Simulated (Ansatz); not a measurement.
## C2H7NSSi, SMILES CN1CS[SiH2]1: a single point in a Gaussian basis, step by step

Program: the Python package of Ansatz (0.2.0).

The cells in order, each with its output:

```python
import ansatz as az
from ase import Atoms

BASIS = "def2-SVPD"
XC = "lc_wpbe"

atoms = Atoms(["C", "N", "C", "S", "Si", "H", "H", "H", "H", "H", "H", "H"], positions=[
    [-0.9424, 0.0249, 1.0892],
    [0.1883, 0.3484, 0.271],
    [0.9523, -0.8925, 0.07],
    [0.5024, -1.1418, -1.6668],
    [0.1799, 0.8944, -1.3521],
    [-0.6996, -0.2495, 2.0783],
    [-1.6151, -0.694, 0.6425],
    [-1.5487, 0.9968, 1.2065],
    [2.0755, -0.7316, 0.2171],
    [0.7316, -1.7295, 0.7708],
    [-1.165, 1.4263, -1.684],
    [1.4176, 1.693, -1.6087],
])
mol = az.Crystal.molecule_from_ase(atoms)
```

```python
model = mol.calculation().basis(gaussian=BASIS).functional(XC)
outcome = model.run()
rep = outcome.report
```

    

```python
rep["positions_ang"]
```

    [[-0.9424, 0.0249, 1.0892], [0.1883, 0.3484, 0.271], [0.9523, -0.8925, 0.07],
     [0.5024, -1.1418, -1.6668], [0.1799, 0.8944, -1.3521], [-0.6996, -0.2495, 2.0783],
     [-1.6151, -0.694, 0.6425], [-1.5487, 0.9968, 1.2065], [2.0755, -0.7316, 0.2171],
     [0.7316, -1.7295, 0.7708], [-1.165, 1.4263, -1.684], [1.4176, 1.693, -1.6087]]

```python
type(outcome).__name__, type(rep).__name__
```

    ('RunOutcome', 'dict')

```python
sorted(key for key in rep if key.endswith("_ev"))
```

    ['free_energy_ev', 'reference_energy_ev']

```python
print("reference energy %16.6f eV" % rep["reference_energy_ev"])
print("total energy     %16.6f eV" % rep["free_energy_ev"])
print("occupied (up, down):", rep["n_occupied"], " virtual:", rep["n_virtual"], " frozen:", rep["n_frozen"])
```

    reference energy    -22374.655301 eV
    total energy        -22374.655301 eV
    occupied (up, down): [28, 28]  virtual: [139, 139]  frozen: 0

```python
state = rep["mean_field"]["state"]
print(f"mean field: {state['energy']['hartree']:.7f} Ha, <S^2> = {abs(state['spin_squared']):.4f}, stability: {state.get('stability', {}).get('kind')}")
```

    mean field: -822.2534162 Ha, <S^2> = 0.0000, stability: minimum

Notes:
- Total energies depend on the basis set; only differences at equal settings carry meaning.
- The geometry is a force-field or estimated start, not a minimum of this method, and the basis set is short of its limit.
- Timing: 7 s on 1 thread of Arm Neoverse V2, on a shared host, peak memory 0.44 GiB.

(Lines on the test bed's own set-up are left out of the output.)
